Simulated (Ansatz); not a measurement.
**CH₅GaN₂Si: one species, many methods**

The task here is to estimate one member of a computed series from the others.

Method: functionals in def2-TZVPP, the program's frozen cores in correlated methods; program: Ansatz 0.2.0, Gaussian basis.

Levels to be run: LDA (SPW92), PBE-D4, revPBE-D4, BLYP-D4, r2SCAN-D4, B97M-V, PBE0-D4, B3LYP-D4, r2SCANh-D4, r2SCAN0-D4, HSE06-D4, BHLYP-D4, CAM-B3LYP-D4, LC-ωPBE, ωB97X-V, ωB97M-V, B2PLYP, PBE-QIDH; CCSD(T)/def2-SVP; CCSD(T)/def2-TZVPP; MP2/def2-QZVPP; extrapolation to the limit; RPA on PBE.

## The relaxed structure

An earlier PBE0-D4 in a triple-zeta def2 set relaxation fixed the geometry.

SMILES `N=C=N[SiH2][GaH2]`, 10 atoms, charge 0, spin multiplicity 1.

Atoms are counted from 1 here; the program's logs count them from 0.

Bond lengths: N1–C2 1.218 Å, N1–H6 1.007 Å, C2–N3 1.204 Å, N3–Si4 1.728 Å, Si4–Ga5 2.420 Å, Si4–H7 1.489 Å, Si4–H8 1.490 Å, Ga5–H9 1.573 Å, Ga5–H10 1.573 Å. Angles: C2–N1–H6 121.9°, N1–C2–N3 172.7°, C2–N3–Si4 143.3°, N3–Si4–Ga5 113.9°, N3–Si4–H7 106.9°, N3–Si4–H8 107.4°, Ga5–Si4–H7 110.2°, Ga5–Si4–H8 111.2°, H7–Si4–H8 106.9°, Si4–Ga5–H9 120.3°, Si4–Ga5–H10 121.2°, H9–Ga5–H10 118.4°.

The first run:

in.yaml

```yaml
crystal:
  periodic: [false, false, false]
  atoms:
    - {symbol: N, position_ang: [0.962719, 0.790270, 2.701771]}
    - {symbol: C, position_ang: [0.858248, 0.034452, 1.751969]}
    - {symbol: N, position_ang: [0.690947, -0.810543, 0.910712]}
    - {symbol: Si, position_ang: [-0.180754, -1.171316, -0.536581]}
    - {symbol: Ga, position_ang: [-0.960449, 0.787770, -1.724851]}
    - {symbol: H, position_ang: [1.645852, 1.530184, 2.721242]}
    - {symbol: H, position_ang: [0.729681, -1.970046, -1.402488]}
    - {symbol: H, position_ang: [-1.314773, -2.061916, -0.163093]}
    - {symbol: H, position_ang: [-1.862642, 0.634191, -3.004736]}
    - {symbol: H, position_ang: [-0.568829, 2.236946, -1.253947]}
basis:
  gaussian: {orbitals: def2-TZVPP}
hamiltonian: {xc: lda}
output: {orbitals: {seedname: orbitals}}
```

Launch:

```
ansatz run in.yaml --threads 2 --pin off --events-out ev --progress --plain --max-ram 32768MiB --backend cpu
```

Among the steps run: LDA; PBE-D4 (GGA); revPBE-D4 (GGA); BLYP-D4 (GGA); r2SCAN-D4 (meta-GGA); B97M-V (meta-GGA); PBE0-D4 (hybrid); B3LYP-D4 (hybrid); r2SCANh-D4 (hybrid); r2SCAN0-D4 (hybrid); HSE06-D4 (hybrid); BHLYP-D4 (hybrid); CAM-B3LYP-D4 (range-separated); LC-ωPBE (range-separated); ωB97X-V (range-separated); ωB97M-V (range-separated); B2PLYP (double hybrid); PBE-QIDH (double hybrid).

One table of the session follows, with a row left open; its other results are not shown here.

It belongs to the step «Frontier levels by functional». 

```
  functional  HOMO (eV)  LUMO (eV)  gap (eV)
 LDA (SPW92)      -6.12      -3.29      2.82
      PBE-D4      -5.97      -3.04      2.93
   revPBE-D4      -5.92      -2.92      2.99
     BLYP-D4          ?          ?         ?
   r2SCAN-D4      -6.22      -2.82      3.40
      B97M-V      -6.29      -3.03      3.25
     PBE0-D4      -7.09      -2.25      4.84
    B3LYP-D4      -6.90      -2.51      4.39
  r2SCANh-D4      -6.63      -2.54      4.09
  r2SCAN0-D4      -7.26      -2.14      5.12
    HSE06-D4      -6.70      -2.62      4.08
    BHLYP-D4      -8.11      -1.50      6.61
CAM-B3LYP-D4      -8.34      -1.34      7.00
     LC-ωPBE      -9.60      -0.16      9.44
     ωB97X-V      -9.28      -0.31      8.96
     ωB97M-V      -9.12      -0.53      8.59
```

**Question.** Estimate the row for BLYP-D4.

Worked estimate for «HOMO (eV)». Against the share of exact exchange, B3LYP-D4 (0.2, -6.90), BHLYP-D4 (0.5, -8.11) give a slope of -4.03 per unit share; at 0 the line stands at -6.09.

**Answer.** HOMO (eV): -5.84; LUMO (eV): -2.97; gap (eV): 2.87. In «HOMO (eV)» the line misses by -0.25.
